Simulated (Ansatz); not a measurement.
# LiBr+ (doublet): from Hartree-Fock to the top rungs at distance Br1–Li2 = 3.463 Å, cc-pVDZ

Aim: climb from Hartree-Fock through coupled cluster and multireference methods for LiBr+ (doublet) at one geometry and basis, and see what each rung misses.

Method: cc-pVDZ, core rule «outside noble gas», up to 15 orbitals frozen; program: Ansatz 0.2.0, Gaussian basis.

To be run: UHF; CCSD(T) on ROHF; CCSD(T) on UHF; BCCD(T) on ROHF; CISD; CCSDT(Q) on ROHF; CCSDT(Q) on UHF; CASSCF and MRCISD+Q, 3 electrons in 3 orbitals; CASSCF and NEVPT2, 3 electrons in 3 orbitals; Full CI.

67 further runs of the same task are left out: 52 for a known fault of the program, 10 that didn't finish, 5 set aside as unsound or not needed.

## 1. The system

The geometry derives from a PBE0/def2-TZVP stationary point (not a proven minimum). One bond is set to the value named and the two fragments are kept rigid. No spin-orbit coupling is included. The filled d shell of Br may be among the frozen orbitals whatever the setting's name suggests; the logs give the count.

2 atoms, charge 1, spin multiplicity 2.

Atoms are counted from 1 here; the program's logs count them from 0.

No contacts short enough for the rule that draws bonds.

## 2. UHF

Contents of in.yaml:

```yaml
crystal:
  periodic: [false, false, false]
  atoms:
    - {symbol: Br, position_ang: [0.000000, 0.000000, 0.000000]}
    - {symbol: Li, position_ang: [0.000000, 0.000000, 3.463000]}
basis:
  gaussian: {orbitals: cc-pVDZ}
total_charge: 1
magnetization: {spin_polarized: true, initial_magnetization: 1}
hamiltonian: {xc: hf}
output: {orbitals: {seedname: orbitals}}
```

Command:

```bash
$ ansatz run in.yaml --threads 1 --pin off --events-out ev --progress --plain --max-ram 2393MiB
```

After this run come: CCSD(T) on ROHF; CCSD(T) on UHF; BCCD(T) on ROHF; CISD; CCSDT(Q) on ROHF; CCSDT(Q) on UHF; CASSCF and MRCISD+Q, 3 electrons in 3 orbitals; CASSCF and NEVPT2, 3 electrons in 3 orbitals; Full CI.

Q: Predict the results of all the runs planned. Wanted: FCI below the RHF energy; RMP2 from FCI; UMP2 from FCI; RCCSD from FCI; RCCSD(T) from FCI; UCCSD(T) from FCI; RCCSDT(Q) from FCI; UCCSDT(Q) from FCI; NEVPT2 pair from FCI.

**Answer**, as computed:

| quantity | value |
| --- | --- |
| FCI below the RHF energy | -3.0704 eV |
| RMP2 from FCI | +414.5 meV |
| UMP2 from FCI | +427.1 meV |
| RCCSD from FCI | +39.9 meV |
| RCCSD(T) from FCI | +9.6 meV |
| UCCSD(T) from FCI | +7.2 meV |
| RCCSDT(Q) from FCI | +0.3 meV |
| UCCSDT(Q) from FCI | -1.9 meV |
| NEVPT2 pair from FCI | +375.5 meV |
| MRCISD+Q pair from FCI | -15.8 meV |
| levels within 1 kcal/mol (43 meV) | RCCSD, UCCSD, RCCSD(T), UCCSD(T), BCCD(T), RCCSDT, UCCSDT, RCCSDT(Q), UCCSDT(Q), MRCISD+Q pair |
| T1 diagnostic | 0.012 |
| effectively unpaired electrons | 1.02 |

In words: RCCSD(T) misses by +9.6 meV, 0.3 % of the correlation energy. MRCISD+Q pair falls below full CI: the +Q correction isn't variational, and the cores differ from full CI's. One determinant dominates. Of the multireference levels listed MRCISD+Q pair comes nearest in total energy (-15.8 meV), which doesn't show that its space is the better one. These misses are within one basis, not against nature; the frozen cores of restricted and unrestricted runs differ, which can shift their rows.
